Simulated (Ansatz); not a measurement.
# Cd2SO: a single-point run

The task is a single-point run on Cd2SO. The structure is shown as the input types it. The cell is built on a prototype (ordering on rocksalt) and needn't be the phase found in nature.

Program: Ansatz 0.2.0. Level of theory: density functional or hybrid calculation with the settings of its input, plane waves (as first typed). These are calculated values, not measurements.

2 further runs of the same task are left out: 2 that didn't finish.

**1. Starting point**

Symmetry: P4/mmm, No. 123, tetragonal system. Conventional cell: a = 3.651 Å, b = 3.651 Å, c = 5.033 Å, α = 90.00°, β = 90.00°, γ = 90.00°. O (site symmetry 4/mmm) has 6 Cd at 2.52 to 2.58 Å as nearest neighbours. Cd (site symmetry 4/mmm) has 2 O at 2.52 Å and 4 S at 2.58 Å as nearest neighbours. S (site symmetry 4/mmm) has 6 Cd at 2.52 to 2.58 Å as nearest neighbours. Cd (site symmetry 4/mmm) has 2 S at 2.52 Å and 4 O at 2.58 Å as nearest neighbours.

The input asks for a charge of +1 e on the cell.

Structure file:

```xyz
4
Lattice="3.6508 0.0000 0.0000 0.0000 3.6508 0.0000 0.0000 0.0000 5.0329" Properties=species:S:1:pos:R:3 pbc="T T T"
O     0.0000    0.0000    0.0000
Cd    0.0000    0.0000    2.5164
S     1.8254    1.8254    2.5164
Cd    1.8254    1.8254    0.0000
```

**2. The calculation**

File input.yaml:

```yaml
crystal:
  lattice:
    - [3.6508323041, 0.0, 0.0]
    - [0.0, 3.6508323041, 0.0]
    - [0.0, 0.0, 5.0328770231]
  atoms:
    - { symbol: O, position: [0.0, 0.0, 0.0] }
    - { symbol: Cd, position: [0.0, 0.0, 0.5] }
    - { symbol: S, position: [0.5, 0.5, 0.5] }
    - { symbol: Cd, position: [0.5, 0.5, 0.0] }
kpoints:
  mp_grid: { grid: [6, 6, 4] }
hamiltonian:
  xc: pbe
scf:
  occupations: { method: fermi_dirac, width: 0.02 }
  n_extra_bands: 5
  max_iter: 95
output:
  forces: true
  stress: true
  eigenvalues: true
total_charge: 1
```

Command:

```sh
ansatz run input.yaml --threads 4 --pin off --max-ram 3686MiB --backend cpu --events-out ev --progress --plain --runs-dir out
```

**Question.** How will this run end, and is anything wrong with its input?

The run converged and reported no error. Convergence says nothing about whether the input makes sense.

In the input, total_charge is 1. The net charge is not the one intended, so the run treats another number of electrons.

The test: delete total_charge (the default then holds).
